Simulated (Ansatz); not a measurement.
I need vertical and adiabatic energies of changing the electron count of C2H2Se, SMILES C1=C[Se]1. Use Ansatz 0.2.0, Python API. Level of theory (for the species named): PBE0, def2-SVP basis, multiplicity 1.

```yaml
atoms:
  - { symbol: C, position_ang: [-0.5101, -0.4330, -0.2931] }
  - { symbol: C, position_ang: [0.4485, 0.5218, 0.2123] }
  - { symbol: Se, position_ang: [0.6914, -1.2023, 0.6651] }
  - { symbol: H, position_ang: [-1.3922, -0.4990, -0.8892] }
  - { symbol: H, position_ang: [0.8123, 1.5388, 0.2636] }
```

The script, `adiabatic.py`:
```python
import itertools

import ansatz as az
from ase.data import atomic_numbers, covalent_radii
import numpy as np

BASIS = "def2-SVP"
FUNCTIONAL = "pbe0"
NET_CHARGE = 1


def main() -> None:
    molecule = (
        az.Crystal.molecule()
        .atom("C", (-0.5101, -0.433, -0.2931))
        .atom("C", (0.4485, 0.5218, 0.2123))
        .atom("Se", (0.6914, -1.2023, 0.6651))
        .atom("H", (-1.3922, -0.499, -0.8892))
        .atom("H", (0.8123, 1.5388, 0.2636))
    )

    calc = (
        molecule.calculation()
        .basis(gaussian=BASIS)
        .functional(FUNCTIONAL)
    )
    symbols = [site.symbol for site in molecule.cartesian_sites]
    start = np.array([site.position_ang for site in molecule.cartesian_sites], dtype=float)
    data = calc.relax(force_tolerance=0.01).run(threads=1).report
    end = np.array(data["positions_ang"])

    minimum = az.Crystal.molecule()
    for symbol, place in zip(symbols, end):
        minimum = minimum.atom(symbol, place.tolist())
    ion = (
        minimum.calculation()
        .basis(gaussian=BASIS)
        .functional(FUNCTIONAL)
        .charge(NET_CHARGE)
        .spin("collinear", total=1)
    )
    vertical = ion.run(threads=1).report
    settled = ion.relax(force_tolerance=0.01, max_steps=80).run(threads=1).report
    print(f"vertical ionisation energy   {vertical['free_energy_ev'] - data['free_energy_ev']:.3f} eV")
    print(f"adiabatic, no zero point     {settled['free_energy_ev'] - data['free_energy_ev']:.3f} eV")
    print(f"relaxation energy of the ion {vertical['free_energy_ev'] - settled['free_energy_ev']:.3f} eV")
    ionised = np.array(settled["positions_ang"])
    radius = [covalent_radii[atomic_numbers[s]] for s in symbols]
    span = lambda where, i, j: np.linalg.norm(where[i] - where[j])
    bonded = [(i, j) for i, j in itertools.combinations(range(len(symbols)), 2) if min(span(end, i, j), span(ionised, i, j)) < 1.2 * (radius[i] + radius[j])]
    print("pair        before    after (A)")
    for i, j in bonded:
        print(f"{symbols[i]}{i}-{symbols[j]}{j}".ljust(10), f"{span(end, i, j):8.4f} {span(ionised, i, j):8.4f}")


if __name__ == "__main__":
    main()
```

`python adiabatic.py` gives:
```text
vertical ionisation energy   7.920 eV
adiabatic, no zero point     7.816 eV
relaxation energy of the ion 0.104 eV
pair        before    after (A)
C0-C1        1.2822   1.3031
C0-Se2       1.9808   1.9019
C0-H3        1.0868   1.0940
C1-Se2       1.9806   1.9019
C1-H4        1.0868   1.0940
```

The energies are electronic: no zero-point or thermal terms, and the basis set is short of its limit. The product may relax into another structure. Each relaxation finds its nearest minimum, which needn't be the lowest. It ran for 76 s on 1 thread of Arm Neoverse N1, on a shared host, peak memory 0.25 GiB.
